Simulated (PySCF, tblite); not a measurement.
# C₇H₇ClO: a rotation path, then NMR shifts on frames, part 2 of 2

tblite 0.8.0 and PySCF 2.14.0. Atoms count from 0. The steps go on from the part before.

### Step 5. Nuclear shieldings: image 4, PBE0/pcSseg-1

Job settings and geometry (Å):

```
{"job": {"kind": "nmr", "xc": "PBE0", "basis": "pcSseg-1", "pop": false}, "charge": 0, "multiplicity": 1}
C      2.965600     0.310300    -1.179000
C      1.683800     0.276600    -0.817900
C      1.225100    -0.358800     0.385800
C     -0.039600    -0.463900     0.824900
C     -1.260300     0.025400     0.220700
C     -1.340000     0.689300    -0.905100
O     -1.514400     1.280400    -1.893500
C     -2.612800    -0.201100     0.898900
Cl    -2.513100    -1.156400     2.391200
H      3.732900    -0.141000    -0.570900
H      3.293600     0.783500    -2.087300
H      0.932200     0.737400    -1.443700
H      1.999400    -0.801100     0.998200
H     -0.208600    -0.982600     1.756300
H     -3.063700     0.753300     1.177500
H     -3.287600    -0.742100     0.232700
```

With the program's defaults for keys left out, this is: GIAO PBE0/pcSseg-1 NMR shielding, non-relativistic, gas phase.

The log of the run:

```text
coarse grid: 14656 points
cycle   1  E = -805.5030875297  dE =  1.470e+00  |g| = 7.109e-01  |ddm| = 4.020e+00
cycle   2  E = -805.2100351108  dE =  2.931e-01  |g| = 1.441e+00  |ddm| = 1.763e+00
cycle   3  E = -805.6036847868  dE = -3.936e-01  |g| = 2.291e-01  |ddm| = 1.208e+00
cycle   4  E = -805.6154905386  dE = -1.181e-02  |g| = 8.321e-02  |ddm| = 2.773e-01
cycle   5  E = -805.6170718835  dE = -1.581e-03  |g| = 2.157e-02  |ddm| = 9.098e-02
cycle   6  E = -805.6171835950  dE = -1.117e-04  |g| = 5.273e-03  |ddm| = 2.526e-02
cycle   7  E = -805.6171901155  dE = -6.520e-06  |g| = 2.094e-03  |ddm| = 6.703e-03
final grid: 139016 points
cycle   8  E = -805.6815218571  dE = -1.609e-05  |g| = 1.353e-02  |ddm| = 3.840e-02
cycle   9  E = -805.6814051048  dE =  1.168e-04  |g| = 2.783e-02  |ddm| = 2.910e-02
cycle  10  E = -805.6815573331  dE = -1.522e-04  |g| = 2.897e-03  |ddm| = 2.094e-02
cycle  11  E = -805.6815590387  dE = -1.706e-06  |g| = 8.189e-04  |ddm| = 2.895e-03
cycle  12  E = -805.6815592185  dE = -1.799e-07  |g| = 1.960e-04  |ddm| = 9.623e-04
cycle  13  E = -805.6815592282  dE = -9.637e-09  |g| = 4.135e-05  |ddm| = 2.176e-04
cycle  14  E = -805.6815592285  dE = -3.665e-10  |g| = 1.461e-05  |ddm| = 5.413e-05
converged SCF energy = -805.6815592285

GIAO shielding tensors (ppm)
atom      isotropic    diamagn.    paramagn.     s11        s22        s33       span
  0 C       64.465     252.026    -187.561    -36.139     69.195    160.339    196.478
  1 C       46.127     259.003    -212.876    -69.451     47.421    160.412    229.863
  2 C       55.522     255.226    -199.704    -44.549     67.132    143.983    188.532
  3 C       64.037     250.657    -186.620    -29.074     69.473    151.711    180.785
  4 C      151.776     263.488    -111.712    116.649    157.211    181.468     64.819
  5 C      -33.827     262.284    -296.111   -109.568    -37.109     45.197    154.765
  6 O     -107.308     402.795    -510.103   -237.397   -216.106    131.578    368.975
  7 C      143.231     237.054     -93.824    105.167    144.300    180.225     75.059
  8 Cl     878.591    1144.908    -266.317    783.270    815.720   1036.784    253.514
  9 H       26.331      30.379      -4.047     23.592     25.353     30.049      6.457
 10 H       26.375      29.313      -2.938     23.906     25.217     30.002      6.096
 11 H       25.069      35.242     -10.173     21.495     22.625     31.087      9.592
 12 H       25.388      32.685      -7.297     23.186     23.234     29.746      6.560
 13 H       25.974      31.127      -5.153     20.433     24.680     32.809     12.376
 14 H       27.082      25.012       2.071     19.778     27.310     34.158     14.380
 15 H       27.123      25.016       2.107     19.958     27.290     34.120     14.162
```

Run time: 22 s. Hardware: 1 thread of Arm Neoverse V2, shared host; peak memory 0.88 GiB.

This run: δ C5 220.8, C1 140.8, C2 131.4, C3 122.9, H11 6.65, H12 6.33 ppm.

### Step 6. Nuclear shieldings: image 6, PBE0/pcSseg-1

Job settings and geometry (Å):

```
{"job": {"kind": "nmr", "xc": "PBE0", "basis": "pcSseg-1", "pop": false}, "charge": 0, "multiplicity": 1}
C      2.957200     0.337100    -1.157300
C      1.677200     0.291100    -0.792700
C      1.205700    -0.468300     0.332100
C     -0.065300    -0.591100     0.745700
C     -1.256800     0.034800     0.208300
C     -1.320400     0.830400    -0.829900
O     -1.494900     1.516700    -1.754200
C     -2.593100    -0.248900     0.871100
Cl    -2.446300    -0.402700     2.643900
H      3.716700    -0.196300    -0.609000
H      3.288700     0.902300    -2.010000
H      0.932400     0.833800    -1.358400
H      1.967900    -0.994200     0.891200
H     -0.265100    -1.208300     1.609000
H     -3.297600     0.561900     0.687600
H     -3.013900    -1.189500     0.511100
```

With the program's defaults for keys left out, this is: GIAO PBE0/pcSseg-1 NMR shielding, non-relativistic, gas phase.

The log of the run:

```text
coarse grid: 14656 points
cycle   1  E = -805.5083487030  dE =  1.462e+00  |g| = 7.098e-01  |ddm| = 3.989e+00
cycle   2  E = -805.2173989926  dE =  2.909e-01  |g| = 1.440e+00  |ddm| = 1.776e+00
cycle   3  E = -805.6078379093  dE = -3.904e-01  |g| = 2.307e-01  |ddm| = 1.223e+00
cycle   4  E = -805.6199201271  dE = -1.208e-02  |g| = 7.938e-02  |ddm| = 2.743e-01
cycle   5  E = -805.6213448301  dE = -1.425e-03  |g| = 2.127e-02  |ddm| = 8.771e-02
cycle   6  E = -805.6214496310  dE = -1.048e-04  |g| = 5.867e-03  |ddm| = 2.537e-02
cycle   7  E = -805.6214577066  dE = -8.076e-06  |g| = 2.401e-03  |ddm| = 7.845e-03
final grid: 139016 points
cycle   8  E = -805.6861135372  dE = -1.507e-05  |g| = 1.418e-02  |ddm| = 4.335e-02
cycle   9  E = -805.6859885703  dE =  1.250e-04  |g| = 2.887e-02  |ddm| = 3.103e-02
cycle  10  E = -805.6861527942  dE = -1.642e-04  |g| = 2.996e-03  |ddm| = 2.193e-02
cycle  11  E = -805.6861545949  dE = -1.801e-06  |g| = 8.799e-04  |ddm| = 3.088e-03
cycle  12  E = -805.6861548026  dE = -2.076e-07  |g| = 1.887e-04  |ddm| = 9.965e-04
cycle  13  E = -805.6861548113  dE = -8.765e-09  |g| = 4.765e-05  |ddm| = 2.253e-04
cycle  14  E = -805.6861548118  dE = -5.134e-10  |g| = 1.688e-05  |ddm| = 6.495e-05
converged SCF energy = -805.6861548118

GIAO shielding tensors (ppm)
atom      isotropic    diamagn.    paramagn.     s11        s22        s33       span
  0 C       63.760     251.995    -188.235    -37.707     68.220    160.766    198.473
  1 C       46.387     259.070    -212.683    -69.723     48.057    160.827    230.550
  2 C       54.078     255.255    -201.177    -47.185     64.745    144.674    191.858
  3 C       63.230     251.269    -188.038    -32.228     67.733    154.185    186.413
  4 C      148.815     263.433    -114.618    116.904    154.091    175.449     58.545
  5 C      -29.830     262.220    -292.049   -107.796    -37.608     55.915    163.711
  6 O      -96.252     402.914    -499.165   -233.140   -191.592    135.977    369.117
  7 C      138.761     237.456     -98.695     99.128    141.665    175.490     76.363
  8 Cl     845.102    1144.959    -299.857    657.624    807.897   1069.784    412.161
  9 H       26.279      30.310      -4.031     23.491     25.330     30.016      6.524
 10 H       26.326      29.298      -2.973     23.817     25.193     29.966      6.149
 11 H       25.081      35.270     -10.188     21.589     22.537     31.118      9.529
 12 H       25.343      32.657      -7.314     23.176     23.298     29.555      6.380
 13 H       25.980      31.076      -5.097     21.106     25.014     31.818     10.712
 14 H       27.351      25.572       1.779     21.200     27.139     33.714     12.514
 15 H       26.920      25.457       1.463     19.622     27.153     33.984     14.362
```

It took 22 s on 1 thread of Arm Neoverse V2, shared host; peak memory 0.88 GiB.

Key values: δ C5 216.8, C1 140.5, C2 132.8, C3 123.7, H11 6.64, H12 6.37 ppm.

### Step 7. NMR shieldings: image 8, PBE0/pcSseg-1

Job settings and geometry (Å):

```
{"job": {"kind": "nmr", "xc": "PBE0", "basis": "pcSseg-1", "pop": false}, "charge": 0, "multiplicity": 1}
C      2.945100     0.358700    -1.157200
C      1.667400     0.268900    -0.793900
C      1.194500    -0.584500     0.262000
C     -0.074400    -0.694000     0.685500
C     -1.246900     0.014200     0.206300
C     -1.282000     0.983100    -0.676600
O     -1.444500     1.824900    -1.461500
C     -2.565200    -0.320600     0.849500
Cl    -2.681300     0.424000     2.488700
H      3.712700    -0.212400    -0.661400
H      3.266500     1.003400    -1.956200
H      0.920500     0.857100    -1.309600
H      1.944700    -1.193200     0.748500
H     -0.296900    -1.382100     1.488900
H     -3.411800     0.057100     0.278500
H     -2.656000    -1.395800     0.997300
```

Method: GIAO PBE0/pcSseg-1 NMR shielding, non-relativistic, gas phase.

The log of the run:

```text
coarse grid: 14656 points
cycle   1  E = -805.5114370860  dE =  1.447e+00  |g| = 7.126e-01  |ddm| = 3.933e+00
cycle   2  E = -805.2178113601  dE =  2.936e-01  |g| = 1.449e+00  |ddm| = 1.749e+00
cycle   3  E = -805.6123247885  dE = -3.945e-01  |g| = 2.339e-01  |ddm| = 1.186e+00
cycle   4  E = -805.6248042724  dE = -1.248e-02  |g| = 7.669e-02  |ddm| = 2.704e-01
cycle   5  E = -805.6261153580  dE = -1.311e-03  |g| = 2.145e-02  |ddm| = 8.533e-02
cycle   6  E = -805.6262218385  dE = -1.065e-04  |g| = 5.916e-03  |ddm| = 2.621e-02
cycle   7  E = -805.6262299517  dE = -8.113e-06  |g| = 2.467e-03  |ddm| = 7.706e-03
final grid: 139016 points
cycle   8  E = -805.6909946951  dE = -1.467e-05  |g| = 1.460e-02  |ddm| = 3.910e-02
cycle   9  E = -805.6908621618  dE =  1.325e-04  |g| = 2.985e-02  |ddm| = 3.111e-02
cycle  10  E = -805.6910359714  dE = -1.738e-04  |g| = 3.030e-03  |ddm| = 2.206e-02
cycle  11  E = -805.6910378570  dE = -1.886e-06  |g| = 8.752e-04  |ddm| = 3.102e-03
cycle  12  E = -805.6910380612  dE = -2.042e-07  |g| = 1.986e-04  |ddm| = 9.784e-04
cycle  13  E = -805.6910380710  dE = -9.818e-09  |g| = 4.540e-05  |ddm| = 2.128e-04
cycle  14  E = -805.6910380715  dE = -4.759e-10  |g| = 1.765e-05  |ddm| = 6.578e-05
converged SCF energy = -805.6910380715

GIAO shielding tensors (ppm)
atom      isotropic    diamagn.    paramagn.     s11        s22        s33       span
  0 C       63.616     251.853    -188.238    -37.889     67.322    161.413    199.301
  1 C       46.973     259.108    -212.136    -69.588     49.045    161.460    231.048
  2 C       53.260     255.390    -202.130    -49.301     63.494    145.587    194.888
  3 C       60.159     251.165    -191.006    -33.729     70.420    143.785    177.514
  4 C      144.525     262.633    -118.108    114.669    155.635    163.272     48.603
  5 C      -28.550     262.423    -290.974   -107.726    -40.653     62.728    170.455
  6 O      -88.167     402.804    -490.970   -218.686   -169.791    123.977    342.664
  7 C      130.413     239.343    -108.929     92.478    139.411    159.351     66.874
  8 Cl     780.831    1144.487    -363.656    521.593    742.843   1078.057    556.464
  9 H       26.271      30.203      -3.931     23.487     25.340     29.987      6.500
 10 H       26.283      29.276      -2.993     23.774     25.143     29.932      6.158
 11 H       25.082      35.319     -10.237     21.605     22.440     31.200      9.595
 12 H       25.338      32.526      -7.188     23.220     23.501     29.293      6.072
 13 H       26.409      31.505      -5.096     22.922     25.963     30.341      7.420
 14 H       27.123      26.310       0.814     20.911     27.335     33.125     12.214
 15 H       27.144      26.865       0.279     20.927     27.191     33.313     12.387
```

Wall time 22 s (1 thread of Arm Neoverse V2, shared host); peak memory 0.88 GiB.

Key values: δ C5 215.5, C1 140.0, C2 133.7, C3 126.8, H11 6.64, H12 6.38 ppm.

### Step 8. Comparing the runs: NMR shifts

Shifts (ppm) of some atoms, chosen among heavy atoms and hydrogens apart, with basis size and wall time:

```
  frame     C5    C7    C4   H13   H14     O6  Cl8  functions  time
image 0  215.6  56.7  42.5  5.28  4.58  424.5  171        195  29 s
image 2  216.1  49.3  38.7  5.70  4.82  430.1  113        195  22 s
image 4  220.8  43.7  35.1  5.74  4.63  443.4   71        195  22 s
image 6  216.8  48.2  38.1  5.74  4.37  432.3  105        195  22 s
image 8  215.5  56.5  42.4  5.31  4.59  424.2  169        195  22 s
```

### Step 9. What came out

What follows sums up all 2 parts.

```
                                        quantity                                              value
                                         barrier                 0.194 eV (4.5 kcal/mol) at image 4
                           end to end (GFN2-xTB)                                           0.000 eV
 ¹³C shifts against TMS (PBE0/pcSseg-1, image 0)  215.6, 140.0, 133.8, 126.8, 123.3, 56.7, 42.5 ppm
  ¹H shifts against TMS (PBE0/pcSseg-1, image 0)       6.64, 6.38, 5.45, 5.43, 5.28, 4.60, 4.58 ppm
 ¹⁷O shifts against H2O (PBE0/pcSseg-1, image 0)                                          424.5 ppm
³⁵Cl shifts against HCl (PBE0/pcSseg-1, image 0)                                            171 ppm
           surface potential, 1st and 99th percentile                                 -0.71 V and 1.38 V
                       range of the shift of Cl8                                      71 to 171 ppm
```

In words: Along the band the dihedral turns by 152°, and the top (dihedral -3°) lies 4.5 kcal/mol above the start (GFN2-xTB, rough), so at room temperature this motion is fast. The top was not checked by a frequency run. Shifts at one fixed geometry are not the observed spectrum, which averages over the motion. In the first frame run (image 0): The widest tensor belongs to Cl8: span 557 ppm, with a paramagnetic part of -365 ppm. By nearest atom (PBE0/pcSseg-1), the HOMO sits on C2, C4 about 17 % each; C0, C3 about 14 % each and the LUMO on C5 47 %; O6 26 %. In ppm, Cl8 moves most: its shift spreads over 99 ppm, from 71 (image 4) to 171 (image 0).
